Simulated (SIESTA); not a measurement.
Crystal: Ti3Al.

```
CELL_PARAMETERS angstrom
2.92754 0.00000 0.00000
-1.46377 2.53533 0.00000
0.00000 0.00000 9.22636
ATOMIC_POSITIONS crystal
Ti 0.33333 0.66667 0.24941
Ti 0.33333 0.66667 0.75059
Ti 0.66667 0.33333 0.00000
Al 0.66667 0.33333 0.50000
```

The cell comes from a database or a generator and needn't be the stable form of this composition.

* Program: SIESTA 5.4.2
* Task: single point
* Functional: PBEsol
* Potentials or basis: PseudoDojo 0.4 standard (PBEsol files)
* Basis: DZP (energy shift 0.003 Ry; two zetas on semicore shells)
* Grid cutoff: 800 Ry
* Energy shift: 0.003 Ry
* k mesh: 10 × 10 × 3
* Occupations: fermi-dirac, width 0.05 eV
* Spin: no spin polarisation

On this cell: pressure -3.1 GPa; largest force 0.073 eV/Å; band gap on the k mesh none (metal or under the smearing width).

The same run follows on a disturbed copy (atoms moved at random, drawn with an rms of 0.05 Å):

```
Ti Al
1.0
     2.92754    0.00000    0.00000
    -1.46377    2.53533    0.00000
     0.00000    0.00000    9.22636
Ti Al
3 1
Direct
  0.35222 0.68057 0.25483
  0.34791 0.69140 0.74630
  0.65209 0.34189 0.00035
  0.66040 0.32153 0.50111
```

Problem. What changes?

Solution. The energy (extrapolated to zero smearing) moves by +9.6 meV/atom; pressure -3.1 GPa; largest force 0.495 eV/Å; band gap on the k mesh none (metal or under the smearing width).

Forces in eV/Å, atoms in the order of the input:
```
Ti  -0.110 -0.075 -0.425
Ti  -0.036 -0.165  0.465
Ti   0.100  0.036  0.012
Al   0.045  0.205 -0.053
```

Stress tensor (GPa, compression positive):
```
-4.23 -0.68  0.06
-0.68 -2.83 -0.12
 0.06 -0.12 -2.18
```

Caveats: the basis of atomic orbitals isn't converged, which shifts pressures, moduli and gaps.
